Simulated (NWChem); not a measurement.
# GeNH3 (SMILES [NH2][GeH]): levels of theory compared

Aim: a comparison of 3 runs (B3LYP/pcseg-0, wB97X/3-21G, B3LYP/pcseg-1) of GeNH3. 

The calculation is run with NWChem 7.3.0.

### 1 Starting point

GeNH3 has 5 atoms, charge 0, and is taken as a singlet. SMILES: `[NH2][GeH]`. The shape is that of a PBE0-D4/def2-TZVP optimisation. This is one conformer, not always the lowest.

Bond lengths: N1–Ge2 1.816 Å, N1–H3 1.008 Å, N1–H4 1.007 Å, Ge2–H5 1.602 Å. Angles: N1–Ge2–H5 92.6°, Ge2–N1–H3 121.9°, Ge2–N1–H4 125.6°, H3–N1–H4 112.5°.

### 2 The charge distribution at B3LYP/pcseg-0 (run 1)

Input file geh3n.nw:

```
start geh3n
memory total 2200 mb
charge 0
geometry noautosym nocenter noautoz
  N    -0.084100   -0.602200    0.097400
  Ge    0.988800    0.853400    0.259800
  H     0.180600   -1.502000    0.465300
  H    -0.985000   -0.620100   -0.352500
  H    -0.050300    1.797200   -0.511300
end
basis "ao basis" spherical bse
  * library pcseg-0
end
dft
  xc b3lyp
  grid fine
  convergence energy 1e-08
  iterations 100
  mulliken
  noprint "final vectors analysis"
end
property
  dipole
  quadrupole
  mulliken
end
task dft property
```

Run with:

```console
nwchem geh3n.nw > geh3n.out
```

What it wrote:

```text
[...]
          Wavefunction type:  closed shell.
          No. of atoms     :     5
          No. of electrons :    42
[...]
          Charge           :     0
          Spin multiplicity:     1
[...]
          AO basis - number of functions:    37
[...]
              XC Information
              --------------
                         B3LYP Method XC Potential
                     Hartree-Fock (Exact) Exchange  0.200
                        Slater Exchange Functional  0.800 local
                    Becke 1988 Exchange Functional  0.720 non-local
              Lee-Yang-Parr Correlation Functional  0.810
                  VWN I RPA Correlation Functional  0.190 local
[...]
 d= 0,ls=0.0,diis     1  -2130.8561330124 -2.23D+03  2.61D-02  2.54D-01     0.3
[...]
 d= 0,ls=0.0,diis     8  -2130.8891134267  4.39D-10  1.53D-06  7.51D-09     1.3
         Total DFT energy =    -2130.889113426682
      One electron energy =    -3165.242933109298
           Coulomb energy =     1022.535425331929
    Exchange-Corr. energy =      -87.016373715685
 Nuclear repulsion energy =       98.834768066372
[...]
   Dipole moment        2.0297743827 Debye(s)
             DMX       -1.0910048909 DMXEFC        0.0000000000
             DMY       -1.7084003790 DMYEFC        0.0000000000
             DMZ       -0.1051689959 DMZEFC        0.0000000000
   -EFC- dipole         0.0000000000 DEBYE(S)
   Total dipole         2.0297743827 DEBYE(S)
[...]
```

It took 1.8 s on 1 thread of AMD EPYC 9R45 (Zen 5), shared host; peak memory 0.11 GiB.

Atomic charges (e):

```tsv
atom	Mulliken	Löwdin
N1	-0.919	-0.600
Ge2	+0.473	+0.380
H3	+0.304	+0.200
H4	+0.310	+0.210
H5	-0.168	-0.180
```

### 3 The charge distribution at wB97X/3-21G (run 2)

Input file work.nw:

```
start work
title "GeH3N"
memory stack 880 mb heap 220 mb global 1100 mb

geometry units angstroms noautosym nocenter noautoz
   N       -0.084100      -0.602200       0.097400
   Ge       0.988800       0.853400       0.259800
   H        0.180600      -1.502000       0.465300
   H       -0.985000      -0.620100      -0.352500
   H       -0.050300       1.797200      -0.511300
end

basis "ao basis" spherical bse
   N library 3-21G
   Ge library 3-21G
   H library 3-21G
end

dft
   xc wb97x
   grid fine
   convergence energy 1e-08
   iterations 100
   mulliken
   noprint "final vectors analysis"
end

property
   dipole
   quadrupole
   mulliken
end

task dft property
```

Run with:

```console
nwchem work.nw > work.out
```

What it wrote:

```text
[...]
          Wavefunction type:  closed shell.
          No. of atoms     :     5
          No. of electrons :    42
[...]
          Charge           :     0
          Spin multiplicity:     1
[...]
          AO basis - number of functions:    37
[...]
              XC Information
              --------------
                       wb97x  Method XC Functional
                     Hartree-Fock (Exact) Exchange  1.000
                         wb97x Exchange Functional  1.000
                      wb97x Correlation Functional  1.000
[...]
 d= 0,ls=0.0,diis     1  -2123.1783025204 -2.22D+03  1.31D-02  2.58D-01     0.5
[...]
 d= 0,ls=0.0,diis     8  -2123.2068009329 -8.98D-10  5.67D-07  1.34D-10     3.2
         Total DFT energy =    -2123.206800932911
      One electron energy =    -3157.889181812976
           Coulomb energy =     1022.892772708416
    Exchange-Corr. energy =      -87.045159894723
 Nuclear repulsion energy =       98.834768066372
[...]
      Total Density - Mulliken Population Analysis
     ---------------------------------------------
    Atom       Charge   Shell Charges
 -----------   ------   -------------------------------------------------------
    1 N    7     7.90   1.98  0.37  1.86  1.29  2.40
    2 Ge  32    31.52   2.00  2.00  5.99  2.00  5.94  0.95  1.15  0.83  0.70  9.96
    3 H    1     0.68   0.45  0.23
    4 H    1     0.68   0.45  0.23
    5 H    1     1.21   0.41  0.80
[...]
   Dipole moment        2.2256100236 Debye(s)
             DMX       -1.4004162053 DMXEFC        0.0000000000
             DMY       -1.7099918152 DMYEFC        0.0000000000
             DMZ       -0.2609644058 DMZEFC        0.0000000000
   -EFC- dipole         0.0000000000 DEBYE(S)
   Total dipole         2.2256100236 DEBYE(S)
[...]
```

It took 3.9 s on 1 thread of AMD EPYC 9R45 (Zen 5), shared host; peak memory 0.11 GiB.

Atomic charges (e):

```tsv
atom	Mulliken	Löwdin
N1	-0.903	-0.500
Ge2	+0.480	+0.260
H3	+0.315	+0.190
H4	+0.318	+0.190
H5	-0.210	-0.140
```

### 4 Energy and one-electron properties at B3LYP/pcseg-1 (run 3)

geh3n.nw, as its differences from that of step 2:

```diff
@@ -1,3 +1,3 @@
 start geh3n
-memory total 2200 mb
+memory 2200 mb
 charge 0
@@ -11,3 +11,3 @@
 basis "ao basis" spherical bse
-  * library pcseg-0
+  * library pcseg-1
 end
```

Run with:

```console
nwchem geh3n.nw > geh3n.out
```

What it wrote:

```text
[...]
          Wavefunction type:  closed shell.
          No. of atoms     :     5
          No. of electrons :    42
[...]
          Charge           :     0
          Spin multiplicity:     1
[...]
          AO basis - number of functions:    56
[...]
              XC Information
              --------------
                         B3LYP Method XC Potential
                     Hartree-Fock (Exact) Exchange  0.200
                        Slater Exchange Functional  0.800 local
                    Becke 1988 Exchange Functional  0.720 non-local
              Lee-Yang-Parr Correlation Functional  0.810
                  VWN I RPA Correlation Functional  0.190 local
[...]
 d= 0,ls=0.0,diis     1  -2133.3252479293 -2.23D+03  1.60D-02  2.79D-01     0.9
[...]
 d= 0,ls=0.0,diis     8  -2133.3586432055 -7.31D-10  1.19D-06  4.29D-09     4.4
         Total DFT energy =    -2133.358643205473
      One electron energy =    -3168.068602318171
           Coulomb energy =     1022.979156590038
    Exchange-Corr. energy =      -87.103965543712
 Nuclear repulsion energy =       98.834768066372
[...]
   Dipole moment        1.6749476548 Debye(s)
             DMX       -0.8855322949 DMXEFC        0.0000000000
             DMY       -1.4196451236 DMYEFC        0.0000000000
             DMZ       -0.0767458394 DMZEFC        0.0000000000
   -EFC- dipole         0.0000000000 DEBYE(S)
   Total dipole         1.6749476548 DEBYE(S)
[...]
```

Run time: 5.1 s. Hardware: 1 thread of AMD EPYC 9R45 (Zen 5), shared host; peak memory 0.11 GiB.

Atomic charges (e):

```tsv
atom	Mulliken	Löwdin
N1	-0.524	-0.250
Ge2	+0.259	+0.110
H3	+0.176	+0.120
H4	+0.181	+0.120
H5	-0.092	-0.090
```

### 5 All runs side by side

```tsv
run	level	energy (Eh)	dipole moment (D)	wall time
1	B3LYP/pcseg-0	-2130.889113	2.03	1.8 s
2	wB97X/3-21G	-2123.206801	2.23	3.9 s
3	B3LYP/pcseg-1	-2133.358643	1.67	5.1 s
```

### 6 Results

| quantity | value |
| --- | --- |
| run 3: total energy | -2133.35864 Eh |
| run 3: dipole moment | 1.67 D |

**Reading.** The dipole moment (its size) runs from 1.67 D (B3LYP/pcseg-1) to 2.23 D (wB97X/3-21G). The two ends differ in method and basis. Totals of different functionals can't be ranked against each other. All runs together took 11 s, the longest 5.1 s.
